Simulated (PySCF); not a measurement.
# C3H6GaNO2: geometry, NMR shifts, spin-spin couplings and electronic excitations

Wanted: the NMR shifts, spin-spin couplings and electronic excitations of C3H6GaNO2 (`O=COCC#[N+][GaH3-]`), by calculation.

Programs: PySCF 2.14.0, with density-fitted response routines of our own. Each step states its level of theory. These are calculated values for one molecule in the gas phase, unless marked as measured. Atoms are numbered from 0 throughout.

## Step 1: Starting geometry

13 atoms, charge 0, multiplicity 1; geometry from: UFF. The atoms were then displaced at random by about 0.03 Å, so the start is not that level's minimum.

Bonds of the start (Å): O0–C1 1.17, C1–O2 1.35, O2–C3 1.52, C3–C4 1.36, C4–N5 1.15, N5–Ga6 1.91, C1–H7 1.03, C3–H8 1.08, C3–H9 1.13, Ga6–H10 1.63, Ga6–H11 1.61, Ga6–H12 1.58.

## Step 2: Relaxing the molecule at PBE0-D3(BJ)/def2-SVP

Job settings and geometry (Å):

```
{"job": {"xc": "PBE0", "basis": "def2-SVP", "d3": "d3bj", "grid": 1, "shake": 0.03, "kind": "geom"}, "charge": 0, "multiplicity": 1}
O     -3.809710     0.593460    -0.185980
C     -3.273590    -0.186350     0.502240
O     -1.923740    -0.269820     0.449420
C     -0.961550     0.584430    -0.356500
C      0.340050     0.216810    -0.186880
N      1.451720    -0.018370    -0.011450
Ga     3.292260    -0.474790     0.240650
H     -3.769970    -0.821130     1.136950
H     -1.333500     0.446380    -1.355900
H     -1.225570     1.633930    -0.036540
H      3.457430    -1.021100     1.766070
H      4.186100     0.844740     0.024200
H      3.600690    -1.580300    -0.842660
```

The run is started by

```
$ OMP_NUM_THREADS=1 python probes_run.py task.json out
```

This one command runs all jobs of the session in turn.

What it wrote:

```text
step   0  E = -2246.79005468  max force = 0.138127
step   1  E = -2246.81130948  max force = 0.062823
step   2  E = -2246.83229707  max force = 0.028959
step   3  E = -2246.83721554  max force = 0.013191
step   4  E = -2246.83837575  max force = 0.005132
step   5  E = -2246.83872431  max force = 0.003807
step   6  E = -2246.83878465  max force = 0.003522
step   7  E = -2246.83883028  max force = 0.001768
step   8  E = -2246.83884635  max force = 0.000661
step   9  E = -2246.83884907  max force = 0.000274
optimisation converged
```

It took 87 s on 1 thread of Arm Neoverse V2, shared host; peak memory 0.57 GiB.

Along the way:

| step | energy from step 0 (eV) | largest force component (eV/Å) |
| --- | --- | --- |
| 0 | 0.0000 | 7.1028 |
| 1 | -0.5784 | 3.2305 |
| 2 | -1.1495 | 1.4891 |
| 3 | -1.2833 | 0.6783 |
| 4 | -1.3149 | 0.2639 |
| 5 | -1.3244 | 0.1958 |
| 6 | -1.3260 | 0.1811 |
| 7 | -1.3273 | 0.0909 |
| 8 | -1.3277 | 0.0340 |
| 9 | -1.3278 | 0.0141 |

Distances of close pairs at the start and the end, largest changes first:

| bond | before (Å) | after (Å) | change (Å) |
| --- | --- | --- | --- |
| N5–Ga6 | 1.913 | 2.160 | +0.247 |
| O2–C3 | 1.518 | 1.412 | -0.106 |
| C3–C4 | 1.363 | 1.457 | +0.094 |
| C1–H7 | 1.026 | 1.107 | +0.082 |
| Ga6–H10 | 1.629 | 1.578 | -0.051 |
| Ga6–H11 | 1.608 | 1.579 | -0.030 |
| C3–H8 | 1.075 | 1.103 | +0.028 |
| C3–H9 | 1.129 | 1.103 | -0.025 |

The end geometry stands in the next job.

| at the end point | value |
| --- | --- |
| point group (found at 0.08 Å tolerance) | C1 |
| rotational constants (GHz, main isotopes) | 14.291, 0.398, 0.390 |
| dipole moment (D) | 5.79 |

## Step 3: Shielding tensors: PBE0/pcSseg-1

Job settings and geometry (Å):

```
{"job": {"kind": "nmr", "xc": "PBE0", "basis": "pcSseg-1"}, "charge": 0, "multiplicity": 1}
O     -3.711305     0.721414    -0.260931
C     -3.207111    -0.103301     0.438469
O     -1.883567    -0.308771     0.530766
C     -1.105886     0.542650    -0.283674
C      0.297790     0.201979    -0.090605
N      1.414979    -0.042416     0.036442
Ga     3.506697    -0.537678     0.247417
H     -3.732468    -0.814200     1.105471
H     -1.365114     0.427533    -1.349759
H     -1.264072     1.603260    -0.024919
H      3.443965    -1.025089     1.746577
H      4.073395     0.904515    -0.053746
H      3.563316    -1.622006    -0.897889
```

With the program's defaults for keys left out, this is: GIAO PBE0/pcSseg-1 NMR shielding, non-relativistic, gas phase.

What it wrote:

```text
coarse grid: 53272 points
cycle   1  E = -2246.8713149356  dE =  4.490e-01  |g| = 1.271e+00  |ddm| = 3.347e+00
cycle   2  E = -2246.3797346463  dE =  4.916e-01  |g| = 2.045e+00  |ddm| = 1.814e+00
cycle   3  E = -2247.0401750608  dE = -6.604e-01  |g| = 4.902e-01  |ddm| = 1.414e+00
cycle   4  E = -2247.0810430517  dE = -4.087e-02  |g| = 1.171e-01  |ddm| = 3.135e-01
cycle   5  E = -2247.0827998513  dE = -1.757e-03  |g| = 5.806e-02  |ddm| = 8.230e-02
cycle   6  E = -2247.0833962981  dE = -5.964e-04  |g| = 1.431e-02  |ddm| = 3.372e-02
cycle   7  E = -2247.0834308757  dE = -3.458e-05  |g| = 5.692e-03  |ddm| = 9.412e-03
cycle   8  E = -2247.0834360704  dE = -5.195e-06  |g| = 7.250e-04  |ddm| = 3.300e-03
final grid: 112560 points
cycle   9  E = -2247.0834335982  dE =  1.574e-07  |g| = 1.260e-03  |ddm| = 1.794e-03
cycle  10  E = -2247.0834326669  dE =  9.313e-07  |g| = 2.576e-03  |ddm| = 2.202e-03
cycle  11  E = -2247.0834338639  dE = -1.197e-06  |g| = 2.946e-04  |ddm| = 1.517e-03
cycle  12  E = -2247.0834338783  dE = -1.444e-08  |g| = 4.876e-05  |ddm| = 1.595e-04
cycle  13  E = -2247.0834338788  dE = -4.516e-10  |g| = 2.075e-05  |ddm| = 3.592e-05
converged SCF energy = -2247.0834338788

GIAO shielding tensors (ppm)
atom      isotropic    diamagn.    paramagn.     s11        s22        s33       span
  0 O     -126.157     400.590    -526.747   -403.498   -274.134    299.161    702.659
  1 C       21.666     243.737    -222.070    -83.966     73.144     75.820    159.786
  2 O      141.788     398.303    -256.515    -39.223    196.414    268.173    307.396
  3 C      135.183     245.784    -110.601    113.969    123.895    167.685     53.716
  4 C       61.401     268.887    -207.486    -48.148    -47.168    279.519    327.667
  5 N       -5.438     338.410    -343.848   -170.434   -143.015    297.135    467.569
  6 Ga    1522.780    2637.703   -1114.923   1495.612   1500.134   1572.594     76.982
  7 H       23.426      24.415      -0.989     19.158     23.521     27.599      8.441
  8 H       26.627      29.685      -3.058     22.018     26.986     30.877      8.859
  9 H       26.648      29.391      -2.744     22.038     26.954     30.951      8.914
 10 H       26.867      28.505      -1.638     20.657     23.828     36.116     15.459
 11 H       26.905      28.265      -1.360     20.710     23.787     36.219     15.509
 12 H       26.878      28.476      -1.597     20.702     23.818     36.115     15.413
```

Wall time 20 s (1 thread of Arm Neoverse V2, shared host); peak memory 0.98 GiB.

Shifts follow as δ = σ(reference) − σ, with reference shieldings (ppm) from runs at the same level and on the same kind of geometry: 1H TMS 31.27, 13C TMS 184.4, 15N NH3 265.7, 17O H2O 334.6, 71Ga GaH4- 1710. The references are single molecules in the gas phase, so shifts against H2O, NH3, PH3, H3PO4 or CFCl3 are not on the usual liquid scales and can be off by tens of ppm. Shifts against hydride references such as AlH4− lie on their own scale. Atoms listed in one row are averaged.

| atoms | environment | σ (ppm) | δ (ppm) |
| --- | --- | --- | --- |
| C1 | ester carbonyl carbon | 21.7 | 162.7 |
| C4 | nitrilium-type carbon | 61.4 | 123.0 |
| C3 | sp3 CH2 bonded to O, α to a nitrile | 135.2 | 49.2 |
| H7 | hydrogen on an ester carbonyl carbon | 23.43 | 7.84 |
| H8, H9 | hydrogen on an sp3 CH2 bonded to O, α to a nitrile | 26.64 | 4.63 |
| H10, H11, H12 | hydrogen on a Ga bonded to N | 26.88 | 4.38 |
| O0 | ester carbonyl oxygen | -126.2 | 460.7 |
| O2 | ester alkoxy oxygen | 141.8 | 192.8 |
| N5 | donor nitrogen of a Lewis adduct | -5.4 | 271.1 |
| Ga6 | Ga bonded to N, 3 H | 1523 | 187 |

The run also stored atomic charges by several schemes (e):

| atoms | Mulliken | IAO | Hirshfeld | ESP fit |
| --- | --- | --- | --- | --- |
| O0 | -0.38 | -0.42 | -0.23 | -0.50 |
| C1 | 0.43 | 0.40 | 0.20 | 0.62 |
| O2 | -0.43 | -0.33 | -0.09 | -0.40 |
| C3 | 0.12 | -0.09 | 0.05 | 0.27 |
| C4 | 0.26 | 0.22 | 0.16 | 0.21 |
| N5 | -0.43 | -0.10 | -0.07 | -0.26 |
| Ga6 | 0.38 | 0.23 | 0.23 | 0.58 |

Mayer bond orders: O0–C1 1.97, C1–O2 1.08, O2–C3 0.88, C3–C4 1.01, C4–N5 2.82, N5–Ga6 0.20.

## Step 4: Indirect couplings: B3LYP/pcSseg-1+pcJ-1

The job, as its differences from that of step 3:

```diff
@@ -1,2 +1,2 @@
-{"job": {"kind": "nmr", "xc": "PBE0", "basis": "pcSseg-1"}, "charge": 0, "multiplicity": 1}
+{"job": {"kind": "j", "xc": "B3LYP", "basis": "pcJ-1"}, "charge": 0, "multiplicity": 1}
 O     -3.711305     0.721414    -0.260931
```

Method: B3LYP/pcJ-1 Ga:pcSseg-1 indirect spin-spin coupling, non-relativistic, gas phase.

What it wrote:

```text
coarse grid: 53272 points
cycle   1  E = -2247.5664832618  dE =  4.209e-01  |g| = 1.382e+00  |ddm| = 3.230e+00
cycle   2  E = -2246.8984223893  dE =  6.681e-01  |g| = 2.337e+00  |ddm| = 1.953e+00
cycle   3  E = -2247.7425221298  dE = -8.441e-01  |g| = 6.024e-01  |ddm| = 1.569e+00
cycle   4  E = -2247.8033009990  dE = -6.078e-02  |g| = 1.433e-01  |ddm| = 3.716e-01
cycle   5  E = -2247.8056519988  dE = -2.351e-03  |g| = 8.153e-02  |ddm| = 1.018e-01
cycle   6  E = -2247.8067723725  dE = -1.120e-03  |g| = 2.087e-02  |ddm| = 4.496e-02
cycle   7  E = -2247.8068428446  dE = -7.047e-05  |g| = 8.442e-03  |ddm| = 1.331e-02
cycle   8  E = -2247.8068543433  dE = -1.150e-05  |g| = 8.603e-04  |ddm| = 4.850e-03
cycle   9  E = -2247.8068544710  dE = -1.278e-07  |g| = 2.533e-04  |ddm| = 9.200e-04
final grid: 112560 points
cycle  10  E = -2247.8068083759  dE = -1.833e-09  |g| = 3.417e-04  |ddm| = 8.578e-04
cycle  11  E = -2247.8068083208  dE =  5.507e-08  |g| = 6.435e-04  |ddm| = 5.493e-04
cycle  12  E = -2247.8068083965  dE = -7.566e-08  |g| = 1.357e-04  |ddm| = 3.735e-04
cycle  13  E = -2247.8068084001  dE = -3.595e-09  |g| = 2.067e-05  |ddm| = 9.123e-05
cycle  14  E = -2247.8068084001  dE = -7.958e-11  |g| = 5.065e-06  |ddm| = 1.226e-05
converged SCF energy = -2247.8068084001

Indirect spin-spin couplings (Hz)
  i      j    bonds     total        FC       PSO       DSO        SD
  0 O    1 C    1     30.295    16.566    13.806    -0.077         -
  0 O    3 C    3     -2.916    -3.147     0.241    -0.010         -
  0 O    4 C    4     -0.357    -0.430     0.044     0.028         -
  0 O    7 H    2     -8.706   -10.114     0.964     0.444         -
  0 O    8 H    4     -0.209    -0.442     0.326    -0.094         -
  0 O    9 H    4     -0.205    -0.437     0.323    -0.091         -
  1 C    2 O    1     41.472    34.489     7.133    -0.151         -
  1 C    3 C    2     -1.931    -1.648    -0.264    -0.019         -
  1 C    4 C    3      6.944     6.922     0.087    -0.065         -
  1 C    7 H    1    245.454   245.057    -0.811     1.208         -
  1 C    8 H    3      1.724     2.012    -0.238    -0.050         -
  1 C    9 H    3      1.657     1.944    -0.232    -0.055         -
  2 O    3 C    1     18.898    19.893    -0.856    -0.140         -
  2 O    4 C    2    -13.255   -13.379     0.168    -0.044         -
  2 O    5 N    3      0.868     0.797     0.048    -0.007     0.031
  2 O    7 H    2    -49.670   -50.405     0.646     0.090         -
  2 O    8 H    2     -2.883    -2.188    -0.794     0.099         -
  2 O    9 H    2     -2.892    -2.200    -0.791     0.099         -
  2 O   10 H    5     -1.401    -1.386    -0.004    -0.011         -
  2 O   11 H    5     -1.030    -1.055    -0.052     0.078         -
  3 C    4 C    1     83.816    85.294    -1.766     0.287         -
  3 C    5 N    2      1.275     1.038     0.276     0.044    -0.083
  3 C    7 H    3      6.459     6.528     0.546    -0.615         -
  3 C    8 H    1    161.084   160.222    -0.184     1.046         -
  3 C    9 H    1    161.273   160.412    -0.184     1.045         -
  3 C   11 H    4     -0.746    -0.707     0.071    -0.110         -
  3 C   12 H    4     -0.626    -0.587     0.075    -0.114         -
  4 C    5 N    1    -34.093   -24.850    -1.804    -0.046    -7.394
  4 C    7 H    4     -0.333    -0.380     0.313    -0.266         -
  4 C    8 H    2     -7.576    -7.576    -0.055     0.055         -
  4 C    9 H    2     -7.587    -7.587    -0.052     0.052         -
  4 C   10 H    3      3.377     3.321     0.327    -0.271         -
  4 C   11 H    3      3.903     3.843     0.333    -0.272         -
  4 C   12 H    3      3.395     3.347     0.308    -0.260         -
  5 N    7 H    5     -0.255    -0.217    -0.122     0.087    -0.004
  5 N    8 H    3     -2.254    -1.971    -0.412     0.136    -0.006
  5 N    9 H    3     -2.229    -1.947    -0.415     0.136    -0.004
  5 N   10 H    2     -4.670    -4.681     0.041     0.012    -0.041
  5 N   11 H    2     -4.970    -4.978     0.040     0.009    -0.042
  5 N   12 H    2     -4.829    -4.846     0.044     0.011    -0.038
  7 H    8 H    4     -1.605    -1.446     1.820    -1.980         -
  7 H    9 H    4     -1.605    -1.446     1.824    -1.983         -
  7 H   10 H    7      0.269     0.240     0.198    -0.169         -
  8 H    9 H    2    -20.926   -21.098     1.852    -1.680         -
  8 H   10 H    5      1.197     1.488     0.572    -0.863         -
  8 H   12 H    5      2.164     2.165     0.128    -0.129         -
  9 H   11 H    5      1.691     1.695     0.130    -0.134         -
  9 H   12 H    5      1.651     1.911     0.552    -0.813         -
 10 H   11 H    2     19.106    23.096     1.162    -5.152         -
 10 H   12 H    2     20.878    24.876     1.162    -5.160         -
 11 H   12 H    2     20.708    24.685     1.159    -5.136         -
```

Wall time 61 s (1 thread of Arm Neoverse V2, shared host); peak memory 1.2 GiB.

A choice of the couplings up to four bonds, sorted by the number of bonds, with means over like pairs; isotopes 13C, 1H, 15N, 17O:

| pair | bonds | J (Hz) | Fermi contact (Hz) | dihedral (°) |
| --- | --- | --- | --- | --- |
| C1–H7 | 1 | 245.5 | 245.1 | – |
| C3–H8 | 1 | 161.2 | 160.3 | – |
| C3–C4 | 1 | 83.8 | 85.3 | – |
| C1–O2 | 1 | 41.5 | 34.5 | – |
| C4–N5 | 1 | -34.1 | -24.9 | – |
| O0–C1 | 1 | 30.3 | 16.6 | – |
| O2–C3 | 1 | 18.9 | 19.9 | – |
| O2–H7 | 2 | -49.7 | -50.4 | – |
| H8–H9 | 2 | -20.9 | -21.1 | – |
| H10–H11 | 2 | 20.2 | 24.2 | – |
| O2–C4 | 2 | -13.3 | -13.4 | – |
| O0–H7 | 2 | -8.7 | -10.1 | – |
| C4–H8 | 2 | -7.6 | -7.6 | – |
| N5–H10 | 2 | -4.8 | -4.8 | – |
| O2–H8 | 2 | -2.9 | -2.2 | – |
| C1–C3 | 2 | -1.9 | -1.6 | – |
| C1–C4 | 3 | 6.9 | 6.9 | -180 |
| C3–H7 | 3 | 6.5 | 6.5 | 180 |
| C4–H10 | 3 | 3.6 | 3.5 | – |
| O0–C3 | 3 | -2.9 | -3.1 | 0 |
| N5–H8 | 3 | -2.2 | -2.0 | – |
| C1–H8 | 3 | 1.7 | 2.0 | -59 |
| H7–H8 | 4 | -1.6 | -1.4 | – |

The spin-dipole term was solved for some atoms only; pairs without it lack that part.

The response was solved for the nuclei of C, H, N alone, so couplings that need other nuclei can be missing.

Quadrupole couplings from the field gradients of the same density:

| atom | isotope | eQq/h (MHz) | η |
| --- | --- | --- | --- |
| Ga6 | 69Ga | 128.0 | 0.00 |
| O2 | 17O | -10.8 | 0.42 |
| O0 | 17O | 9.643 | 0.36 |
| N5 | 14N | -3.323 | 0.23 |

Shifts (PBE0/pcSseg-1, unscaled) and these couplings together give the proton spectrum at 400 MHz below. Couplings to quadrupolar nuclei are left out.

1H NMR δ 7.84 (t, J = 1.6 Hz, 1H), 4.63 (d, J = 1.6 Hz, 2H), 4.38 (br, 3H). The letters are first-order; like nuclei with unlike couplings give more lines.

[end of part 1 of 2]
